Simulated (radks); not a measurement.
**Spin polarisation of the 4p shell in Se³⁺**

Aim: the energy gained and the exchange splitting as electrons of the 4p shell of Se³⁺ are turned from spin down to spin up.

Program: radks (a radial shooting solver on a logarithmic mesh, Libxc functionals) version 1. Level of theory: scalar-relativistic Kohn-Sham, PBEsol, spin-polarised, spherical densities, finite nucleus. These are calculated values, not measurements, unless marked.

**1. The atom as given**

| Property | Result |
| --- | --- |
| element | selenium (Z = 34) |
| charge | +3 |
| electrons | 31 |
| configuration | [Ar] 3d10 4s2 4p(up 0.5, down 0.5) |
| nuclear rms radius | 4.14 fm |

A shell typed twice in an input gives spin up, then spin down.

**2. No moment**

Settings of this run:

```text
Z 34
configuration [Ar] 3d10 4s2 4p0.5 4p0.5
relativity scalar-relativistic
functional pbe_sol,pbe_sol
spin polarised
nucleus finite rms 4.14 fm
c 137.035999084
```

Started as:

```bash
> python run_ks.py task.json out
```

This one command runs every case of the session in turn.

**3. moment 0.25 in 4p**

Settings of this run:

```text
Z 34
configuration [Ar] 3d10 4s2 4p0.625 4p0.375
relativity scalar-relativistic
functional pbe_sol,pbe_sol
spin polarised
nucleus finite rms 4.14 fm
c 137.035999084
```

**4. moment 0.5 in 4p**

Settings of this run:

```text
Z 34
configuration [Ar] 3d10 4s2 4p0.75 4p0.25
relativity scalar-relativistic
functional pbe_sol,pbe_sol
spin polarised
nucleus finite rms 4.14 fm
c 137.035999084
```

**5. moment 0.75 in 4p**

Settings of this run:

```text
Z 34
configuration [Ar] 3d10 4s2 4p0.875 4p0.125
relativity scalar-relativistic
functional pbe_sol,pbe_sol
spin polarised
nucleus finite rms 4.14 fm
c 137.035999084
```

**6. moment 1 in 4p**

Settings of this run:

```text
Z 34
configuration [Ar] 3d10 4s2 4p1 4p0
relativity scalar-relativistic
functional pbe_sol,pbe_sol
spin polarised
nucleus finite rms 4.14 fm
c 137.035999084
```

Q: Predict the outcome of this session. Wanted: for each run, moment; E − E(0); ε(4p up); ε(4p down); splitting.

As calculated:

```csv
moment (μB),E − E(0) (eV),ε(4p up) (eV),ε(4p down) (eV),splitting (eV)
0,0.000,-36.452,-36.452,0.000
0.25,-0.022,-36.620,-36.272,0.348
0.5,-0.087,-36.779,-36.081,0.697
0.75,-0.196,-36.928,-35.877,1.051
1,-0.350,-37.068,-35.660,1.408
```

**Reading.** At a moment of 1 μB the energy has fallen by 0.35 eV and the 4p levels split by 1.41 eV, 1.408 eV per μB. The Stoner form E = −I m²/4 would give I = 1.399 eV. The energy falls at every step.
